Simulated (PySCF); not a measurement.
**Ni2S: triplet, from a B3LYP minimum start**

Where does triplet Ni2S go from a B3LYP minimum start, is the end point a minimum, and what are its modes, charges and moments?

Computed with PySCF 2.14.0. Level: B3LYP, basis S def2-SVP, Ni def2-SVP, no relativity, density fitting.

## 1. The system as given

3 atoms, charge 0, spin multiplicity 3.

Bond lengths: S1–Ni2 2.110 Å, S1–Ni3 2.110 Å. Angles: Ni2–S1–Ni3 73.0°.

Z-matrix (Å, degrees; charge 0 multiplicity 3):
```
S
Ni 1 2.1101
Ni 1 2.1101 2 73.00
```

## 2. The SCF at the typed geometry

One driver script runs all steps and calls PySCF; scf.py shows how it sets up the SCF of each step. The optimiser is the driver's own. After this first run the driver tries any further starts and a stability analysis.

Input file scf.py:

```python
from pyscf import gto, scf, dft
mol = gto.M(atom='''
S      0.737956     1.105761     0.000006
Ni    -0.203626    -0.305116     1.255201
Ni    -0.203621    -0.305107    -1.255204''',
    basis={'S': 'def2-SVP', 'Ni': 'def2-SVP'},
    charge=0, spin=2)
mf = dft.UKS(mol, xc='B3LYP')
mf.grids.atom_grid = (50, 194)
aux = {'S': 'def2-universal-JKFIT', 'Ni': 'def2-universal-JKFIT'}
mf = mf.density_fit(auxbasis=aux)
mf.conv_tol = 1e-08
mf.diis_space = 10
mf.max_cycle = 60
mf.init_guess = 'minao'
mf.verbose = 4
mf.kernel()
```

Run with:

```console
$ OMP_NUM_THREADS=2 python axn.py task.json out
```

Log:

```text
init E= -3413.04470028361
[... the frontier-level lines of each cycle are left out ...]
cycle= 1 E= -3381.08248966744  delta_E=   32  |g|= 5.06  |ddm|= 19.1
cycle= 2 E= -3392.00200661257  delta_E= -10.9  |g|= 4.73  |ddm|=   17
cycle= 3 E= -3411.08153862738  delta_E= -19.1  |g|= 3.02  |ddm|= 10.4
cycle= 4 E= -3406.9375303411  delta_E= 4.14  |g|= 3.68  |ddm|= 3.93
cycle= 5 E= -3407.93154215419  delta_E= -0.994  |g|=  3.7  |ddm|=  1.1
cycle= 6 E= -3408.71477836085  delta_E= -0.783  |g|=  3.6  |ddm|= 0.632
cycle= 7 E= -3409.07909064749  delta_E= -0.364  |g|=  3.6  |ddm|= 0.908
cycle= 8 E= -3410.32242462766  delta_E= -1.24  |g|= 3.29  |ddm|= 1.84
cycle= 9 E= -3410.17342151228  delta_E= 0.149  |g|= 3.33  |ddm|= 0.095
cycle= 10 E= -3410.4083644827  delta_E= -0.235  |g|= 3.27  |ddm|= 0.259
cycle= 11 E= -3410.38155184076  delta_E= 0.0268  |g|= 3.27  |ddm|= 0.0592
cycle= 12 E= -3398.95025798568  delta_E= 11.4  |g|= 6.05  |ddm|= 9.45
cycle= 13 E= -3413.87280313105  delta_E= -14.9  |g|= 0.996  |ddm|= 9.11
cycle= 14 E= -3388.23593082993  delta_E= 25.6  |g|= 5.73  |ddm|= 10.1
cycle= 15 E= -3412.49580298871  delta_E= -24.3  |g|= 1.94  |ddm|= 9.97
cycle= 16 E= -3413.95324805199  delta_E= -1.46  |g|= 0.996  |ddm|= 1.51
cycle= 17 E= -3413.98253309814  delta_E= -0.0293  |g|= 0.988  |ddm|= 0.306
cycle= 18 E= -3414.03373166123  delta_E= -0.0512  |g|= 0.943  |ddm|= 0.327
cycle= 19 E= -3414.14161351312  delta_E= -0.108  |g|= 0.762  |ddm|= 0.284
cycle= 20 E= -3414.26048078899  delta_E= -0.119  |g|= 0.509  |ddm|= 0.37
cycle= 21 E= -3414.33321142701  delta_E= -0.0727  |g|= 0.279  |ddm|= 0.466
cycle= 22 E= -3414.36252401744  delta_E= -0.0293  |g|= 0.106  |ddm|= 0.256
cycle= 23 E= -3414.36788940494  delta_E= -0.00537  |g|= 0.0417  |ddm|= 0.175
cycle= 24 E= -3414.36897669711  delta_E= -0.00109  |g|= 0.0143  |ddm|= 0.0631
cycle= 25 E= -3414.36954680989  delta_E= -0.00057  |g|= 0.0138  |ddm|= 0.0513
cycle= 26 E= -3414.36988139201  delta_E= -0.000335  |g|= 0.0125  |ddm|= 0.0281
cycle= 27 E= -3414.36984142754  delta_E= 4e-05  |g|= 0.0117  |ddm|= 0.00437
cycle= 28 E= -3414.36965625225  delta_E= 0.000185  |g|= 0.0122  |ddm|= 0.0163
cycle= 29 E= -3414.36823308931  delta_E= 0.00142  |g|= 0.0138  |ddm|= 0.15
cycle= 30 E= -3414.36800193836  delta_E= 0.000231  |g|= 0.0129  |ddm|= 0.0322
cycle= 31 E= -3414.36779042156  delta_E= 0.000212  |g|= 0.0106  |ddm|= 0.0518
cycle= 32 E= -3414.36709200777  delta_E= 0.000698  |g|= 0.0232  |ddm|= 0.24
cycle= 33 E= -3414.36711978606  delta_E= -2.78e-05  |g|= 0.017  |ddm|= 0.0424
cycle= 34 E= -3414.36711227047  delta_E= 7.52e-06  |g|= 0.019  |ddm|= 0.055
cycle= 35 E= -3414.36719851601  delta_E= -8.62e-05  |g|= 0.0082  |ddm|= 0.0344
cycle= 36 E= -3414.36732176303  delta_E= -0.000123  |g|= 0.00762  |ddm|= 0.102
cycle= 37 E= -3414.36727996241  delta_E= 4.18e-05  |g|= 0.0134  |ddm|= 0.0455
cycle= 38 E= -3414.36731688956  delta_E= -3.69e-05  |g|= 0.00922  |ddm|= 0.00716
cycle= 39 E= -3414.36736206582  delta_E= -4.52e-05  |g|= 0.00225  |ddm|= 0.02
cycle= 40 E= -3414.36736617541  delta_E= -4.11e-06  |g|= 0.00307  |ddm|= 0.0247
cycle= 41 E= -3414.36737773151  delta_E= -1.16e-05  |g|= 0.000968  |ddm|= 0.0111
cycle= 42 E= -3414.36738527957  delta_E= -7.55e-06  |g|= 0.000843  |ddm|= 0.00949
cycle= 43 E= -3414.36738895763  delta_E= -3.68e-06  |g|= 0.000671  |ddm|= 0.00635
cycle= 44 E= -3414.36738996494  delta_E= -1.01e-06  |g|= 0.00069  |ddm|= 0.00124
cycle= 45 E= -3414.36738498698  delta_E= 4.98e-06  |g|= 0.000664  |ddm|= 0.0059
cycle= 46 E= -3414.36737995895  delta_E= 5.03e-06  |g|= 0.000602  |ddm|= 0.00846
cycle= 47 E= -3414.36737788816  delta_E= 2.07e-06  |g|= 0.00054  |ddm|= 0.00902
cycle= 48 E= -3414.36738250203  delta_E= -4.61e-06  |g|= 0.000485  |ddm|= 0.0124
cycle= 49 E= -3414.36738609333  delta_E= -3.59e-06  |g|= 0.000458  |ddm|= 0.00821
cycle= 50 E= -3414.36738829223  delta_E= -2.2e-06  |g|= 0.000464  |ddm|= 0.00382
cycle= 51 E= -3414.36738712231  delta_E= 1.17e-06  |g|= 0.000451  |ddm|= 0.00289
cycle= 52 E= -3414.36738403421  delta_E= 3.09e-06  |g|= 0.000408  |ddm|= 0.00851
cycle= 53 E= -3414.36738285523  delta_E= 1.18e-06  |g|= 0.000319  |ddm|= 0.0158
cycle= 54 E= -3414.3673827307  delta_E= 1.25e-07  |g|= 0.000232  |ddm|= 0.00577
cycle= 55 E= -3414.367382721  delta_E= 9.7e-09  |g|= 0.000176  |ddm|= 0.00446
cycle= 56 E= -3414.36738281545  delta_E= -9.45e-08  |g|= 0.000123  |ddm|= 0.00339
cycle= 57 E= -3414.36738286096  delta_E= -4.55e-08  |g|= 9.92e-05  |ddm|= 0.00176
cycle= 58 E= -3414.36738294869  delta_E= -8.77e-08  |g|= 9.47e-05  |ddm|= 0.00228
cycle= 59 E= -3414.36738295825  delta_E= -9.56e-09  |g|= 9.4e-05  |ddm|= 0.000239
Extra cycle  E= -3414.36738302337  delta_E= -6.51e-08  |g|= 0.000124  |ddm|= 0.000534
converged SCF energy = -3414.36738302337  <S^2> = 2.2348715  2S+1 = 3.152695
```

This step, with its further starts and checks, took 38 s on 2 threads of Intel Xeon 6975P-C (Granite Rapids), shared host.

Energies from each starting density:

```csv
start,energy (Eh)
the minimal-basis guess,-3414.367383
a thermally smeared density,-3414.366053
a smeared PBE density,-3414.366053
```

Where DIIS stalls, the driver goes on with a level shift of 0.3 Eh and then with a second-order solver.

The first run landed in a state that is too high. Following the other starts and the instabilities gains 54.1 kJ/mol (-3414.38800 Eh), and the work goes on from there.

## 3. Relaxation: B3LYP minimum start, triplet

The program finds C2v symmetry in the start, which this walk keeps. Threshold on the gradient: 0.0003 Eh/bohr, with a further test on the energy change.

scf.py: that of step 2 with these lines changed.

```diff
@@ -15 +14,0 @@
-mf.init_guess = 'minao'
```

Steps of the walk:

```csv
step,energy (Eh),change (kJ/mol),largest symmetric gradient (Eh/bohr)
0,-3414.388002,0.00,0.00044
1,-3414.388004,0.00,0.00038
2,-3414.388008,-0.02,0.00006
```

The walk took 5.5 s.

It settles in C2v symmetry, 0.0 kJ/mol below the start, after 2 steps: Ni–Ni 2.499 Å, S–Ni 2.111 Å (×2); Ni–Ni–S 53.7° (×2), Ni–S–Ni 72.6°.

## 4. Frequencies

On the finer grid the gradient is checked again; gradients at displacements of ±0.02 bohr then give force constants and infrared intensities.

scf.py: that of step 3 with these lines changed.

```diff
@@ -3,3 +3,3 @@
-S      0.737956     1.105761     0.000006
-Ni    -0.203626    -0.305116     1.255201
-Ni    -0.203621    -0.305107    -1.255204''',
+S      0.740499     1.109572     0.000006
+Ni    -0.204388    -0.306258     1.248791
+Ni    -0.204383    -0.306249    -1.248794''',
@@ -9 +9 @@
-mf.grids.atom_grid = (50, 194)
+mf.grids.atom_grid = (75, 302)
@@ -12 +12 @@
-mf.conv_tol = 1e-08
+mf.conv_tol = 1e-10
```

The driver hands on the density of the step before, so the log starts near convergence.

SCF at the final geometry:

```text
init E= -3414.38790540347
[... the frontier-level lines of each cycle are left out ...]
cycle= 1 E= -3414.38790540348  delta_E= -5.91e-12  |g|= 4.54e-06  |ddm|= 5.59e-06
Extra cycle  E= -3414.38790540342  delta_E= 6.09e-11  |g|= 1.24e-05  |ddm|= 1.25e-05
converged SCF energy = -3414.38790540342  <S^2> = 2.0395054  2S+1 = 3.0262223
```

The whole step took 86 s.

Geometry: C2v; Ni–Ni 2.498 Å, S–Ni 2.111 Å (×2); Ni–Ni–S 53.7° (×2), Ni–S–Ni 72.5°.

Modes, for the most abundant isotopes:

| ω (cm⁻¹) | IR (km/mol) |
| --- | --- |
| 137 | 0.9 |
| 337 | 14.3 |
| 452 | 9.6 |

All wavenumbers are real: a minimum.

Here the density breaks the symmetry of the frame, and no labels are given.

Properties at this point:

| Item | Value |
| --- | --- |
| Dipole moment | 4.37 D |
| Highest occupied level | -4.82 eV |
| Lowest empty level | -2.34 eV |
| Rotational constants | 0.2322, 0.09329, 0.06655 cm⁻¹ |
| Zero-point energy | 5.5 kJ/mol |
| Principal polarisabilities | 40.3, 62.7, 111.0 bohr³ |
| Atomisation energy without zero-point energy | 536 kJ/mol |
| Principal traceless quadrupole moments about the centre of mass | -3.95, -3.94, 7.90 D Å |
| Entropy at 298.15 K and 1 bar (electronic part: spin only) | 305.8 J/(mol K) |
| Heat capacity Cp at 298.15 K | 53.7 J/(mol K) |
| Enthalpy at 298.15 K above 0 K | 13.34 kJ/mol |
| Rotational symmetry number | 2 |
| Spin squared ⟨S²⟩ | 2.040 |

Charges (e) and bond orders:

```json
{"atom": "S1", "Mulliken": "-0.33", "Löwdin": "-0.17", "polar tensor": "-0.57", "spin (Mulliken)": "-0.06", "Mayer order to S1": "–"}
{"atom": "Ni2", "Mulliken": "0.16", "Löwdin": "0.08", "polar tensor": "0.27", "spin (Mulliken)": "1.02", "Mayer order to S1": "1.11"}
{"atom": "Ni3", "Mulliken": "0.17", "Löwdin": "0.09", "polar tensor": "0.30", "spin (Mulliken)": "1.03", "Mayer order to S1": "1.12"}
```

Outer orbital energies (eV). α occupied: -7.57, -7.47, -7.31, -6.98, -6.59, -6.31, -5.48, -5.16; empty: -2.34, -1.82, 0.84, 1.67. β occupied: -7.05, -6.99, -6.57, -6.28, -5.82, -5.55, -4.93, -4.82; empty: -1.99, -1.79, -1.22, -1.15.

Mulliken populations on S1: s 5.85, p 10.43, d 0.05.

## 5. What came out

| quantity | value |
| --- | --- |
| minimum | triplet, C2v |
| geometry | Ni–Ni 2.498 Å, S–Ni 2.111 Å (×2); Ni–Ni–S 53.7° (×2), Ni–S–Ni 72.5° |
| wavenumbers (cm⁻¹) | 137, 337, 452 |
| dipole moment | 4.37 D |
| highest occupied, lowest empty level (either spin) | -4.82, -2.34 eV |
| polar-tensor charge of S1 | -0.57 e |
| zero-point energy | 5.5 kJ/mol |
| entropy at 298.15 K | 305.8 J/(mol K) |
| atomisation energy (no zero-point energy) | 536 kJ/mol |
| ⟨S²⟩ | 2.040 |

The B3LYP minimum start keeps its C2v symmetry and ends in a minimum. The strongest infrared band lies at 337 cm⁻¹. The first SCF alone would have been 54 kJ/mol too high. Other starts or spin states, not run here, may lie lower. The SCF density has lower symmetry than the nuclear frame. One determinant may miss the lowest occupation of an open d or f shell.

The search up to here took 2.2 min.
